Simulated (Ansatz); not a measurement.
PtSe:

```
Pt Se
1.0
     3.70187    0.00000    0.00000
    -1.85094    3.20591    0.00000
     0.00000    0.00000    3.61284
Pt Se
1 1
Direct
  0.00000 0.00000 0.00000
  0.66667 0.33333 0.50000
```

The cell comes from a database or a generator and needn't be the stable form of this composition.

Base run:

```yaml
Program: Ansatz 0.2.0
Functional: LDA
Potentials_or_basis: all-electron LAPW, scalar-relativistic
Cutoff: 236 eV (chosen from the basis error)
Basis_error_allowed: 0.001 eV/atom
k_mesh: 6 × 6 × 5
Occupations: gaussian, width 0.05 eV
Spin: collinear spin, ferromagnetic start
Starting_moments: "[0.5, 0.0] μB"
Hubbard_terms: Pt d U = 2 eV
```

Its results: band gap on the k mesh none (metal or under the smearing width); pressure -18.5 GPa; net moment 0.00 μB per cell.

Task: The run is repeated on the same cell with these changes: hubbard terms from Pt d U = 2 eV to Pt d U = 6 eV. What comes out?

Result: Band gap on the k mesh none (metal or under the smearing width); pressure -17.7 GPa; net moment 0.00 μB per cell.

Caveats: the k mesh is thin for a metal, which can move the energy by tens of meV per atom; U is the effective U less J, on atomic orbitals that reach past the spheres; the starting moments weren't kept.
